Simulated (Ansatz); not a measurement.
# CoSi: the cost of one run

Computed with Ansatz 0.2.0 (DFT PBEsol, scalar-relativistic, plane waves, PAW, unless a step's input says otherwise).

The COD entry's cell or inner coordinates are ideal or old and differ from later refinements, so a difference from it is no clean test against experiment.

**1. The structure to begin with**

The structure is cubic, space group P2_13 (No. 198). The conventional cell has a = 4.438 Å, b = 4.438 Å, c = 4.438 Å, α = 90.00°, β = 90.00°, γ = 90.00°. Around Co (site symmetry 3) lie 7 Si at 2.28 to 2.47 Å. Si (site symmetry 3) is surrounded by 7 Co at 2.28 to 2.47 Å.

As a file:

```xyz
8
Lattice="4.4380 0.0000 0.0000 0.0000 4.4380 0.0000 0.0000 0.0000 4.4380" Properties=species:S:1:pos:R:3 pbc="T T T"
Co    0.6213    0.6213    0.6213
Co    1.5977    3.8167    2.8403
Co    2.8403    1.5977    3.8167
Co    3.8167    2.8403    1.5977
Si    3.7412    3.7412    3.7412
Si    2.9158    0.6968    1.5222
Si    1.5222    2.9158    0.6968
Si    0.6968    1.5222    2.9158
```

Source of the structure: the Crystallography Open Database.

(A quick probe on a coarse mesh, which set the mesh and smearing, is not shown.)

**3. The relaxation**

File input.yaml:

```yaml
crystal:
  lattice:
    - [4.438, 0.0, 0.0]
    - [0.0, 4.438, 0.0]
    - [0.0, 0.0, 4.438]
  atoms:
    - { symbol: Co, position: [0.14, 0.14, 0.14] }
    - { symbol: Co, position: [0.36, 0.86, 0.64] }
    - { symbol: Co, position: [0.64, 0.36, 0.86] }
    - { symbol: Co, position: [0.86, 0.64, 0.36] }
    - { symbol: Si, position: [0.843, 0.843, 0.843] }
    - { symbol: Si, position: [0.657, 0.157, 0.343] }
    - { symbol: Si, position: [0.343, 0.657, 0.157] }
    - { symbol: Si, position: [0.157, 0.343, 0.657] }
basis:
  ecutwfc: 420
kpoints:
  mp_grid: { grid: [8, 8, 8] }
hamiltonian:
  xc: pbesol
scf:
  occupations: { method: gaussian, width: 0.1 }
output:
  forces: true
  stress: true
  eigenvalues: true
relax:
  adjacent_minimum: "off"
  f_tol: 0.005
  max_steps: 80
  cell: { stress_tol: 0.05 }
```

On the command line:

```
$ ansatz run input.yaml --threads 8 --pin off --max-ram 22528MiB --backend cpu --events-out ev --progress --plain --runs-dir out
```

What time and memory should one allow on 8 threads of Intel Xeon Platinum 8259CL at 2.50GHz (Skylake/Cascade Lake), shared host?

About 15 s, with a peak of 0.69 GiB.
